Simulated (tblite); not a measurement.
# C3H12GeSi: the cost of one run

The runs use tblite 0.8.0 and PySCF 2.14.0, with density-fitted response routines of our own; the level of theory stands in each step. All values are computed, except where a source is named. Atoms are numbered from 0 throughout.

### 1 The molecule as given

17 atoms, charge 0, multiplicity 1; geometry from: force field or distance geometry start.

Bonds of the start (Å): C0–C1 1.52, C1–C2 1.51, C1–Si3 1.85, C1–Ge4 1.94, C0–H5 1.13, C0–H6 1.10, C0–H7 1.12, C2–H8 1.12, C2–H9 1.12, C2–H10 1.10, Si3–H11 1.48, Si3–H12 1.47, Si3–H13 1.46, Ge4–H14 1.54, Ge4–H15 1.55, Ge4–H16 1.57.

### 2 Relaxing the molecule with GFN2-xTB

The job: settings as JSON, then the geometry in Å.

```
{"job": {"kind": "relax", "xc": "GFN2-xTB", "basis": "xTB"}, "charge": 0, "multiplicity": 1}
C     -0.668900     0.354900     1.350900
C     -0.073200    -0.160700     0.045900
C     -0.632300    -1.519000    -0.299400
Si     1.761300    -0.144900     0.261300
Ge    -0.512000     1.168500    -1.295500
H     -1.739700     0.600500     1.094900
H     -0.593000    -0.375800     2.164700
H     -0.135500     1.307400     1.612900
H     -1.498300    -1.733700     0.380800
H     -1.071700    -1.509700    -1.333800
H      0.076100    -2.340900    -0.150100
H      2.129000    -0.022900     1.688500
H      2.254300     1.087000    -0.368100
H      2.464600    -1.285900    -0.318300
H     -1.055200     0.453100    -2.548500
H     -1.518800     2.172100    -0.678400
H      0.806400     1.962100    -1.617800
```

The run is started by

```
$ OMP_NUM_THREADS=1 python probes_run.py task.json out
```

This one command runs all jobs of the session in turn.

**Question.** How long does this first job take on 1 thread of Arm Neoverse N1, shared host?

About 1.5 s.
